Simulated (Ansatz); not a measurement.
# TeSe4: the cost of one run

Method: DFT PBE, scalar-relativistic, plane waves, PAW, in Ansatz 0.2.0.

### Step 1. Starting point

It takes space group P-43m (No. 215, cubic). Conventional cell: a = 5.441 Å, b = 5.441 Å, c = 5.441 Å, α = 90.00°, β = 90.00°, γ = 90.00°. Te (site symmetry -43m) has 4 Se at 2.36 Å as nearest neighbours. Around Se (site symmetry 3m) lie 1 Te at 2.36 Å.

Structure file:

```
CELL_PARAMETERS angstrom
5.44133 0.00000 0.00000
0.00000 5.44133 0.00000
0.00000 0.00000 5.44133
ATOMIC_POSITIONS crystal
Te 0.00000 0.00000 0.00000
Se 0.25000 0.25000 0.25000
Se 0.75000 0.75000 0.25000
Se 0.25000 0.75000 0.75000
Se 0.75000 0.25000 0.75000
```

A structure generator made this guess: species swapped into a database cell of SnI4 (P-43m, No. 215), with Te on the Sn sites and Se on the I sites. Lengths come from tabulated atomic sizes and are only a guess.

### Step 2. The guess as it stands, on a coarse mesh

The input, input.yaml:

```yaml
crystal:
  lattice:
    - [5.44132856, 0.0, 0.0]
    - [0.0, 5.44132856, 0.0]
    - [0.0, 0.0, 5.44132856]
  atoms:
    - { symbol: Te, position: [0.0, 0.0, 0.0] }
    - { symbol: Se, position: [0.25, 0.25, 0.25] }
    - { symbol: Se, position: [0.75, 0.75, 0.25] }
    - { symbol: Se, position: [0.25, 0.75, 0.75] }
    - { symbol: Se, position: [0.75, 0.25, 0.75] }
basis:
  ecutwfc: 420
kpoints:
  mp_grid: { grid: [4, 4, 4] }
hamiltonian:
  xc: pbe
scf:
  occupations: { method: gaussian, width: 0.1 }
  lower_state_search: "off"
output:
  forces: true
  stress: true
  eigenvalues: true
```

Launch:

```bash
$ ansatz run input.yaml --threads 1 --pin off --max-ram 2048MiB --backend cpu --events-out ev --progress --plain --runs-dir out
```

What time and memory should one allow on 1 thread of Arm Neoverse V1, shared host?

About 6.3 s, with a peak of 0.36 GiB.
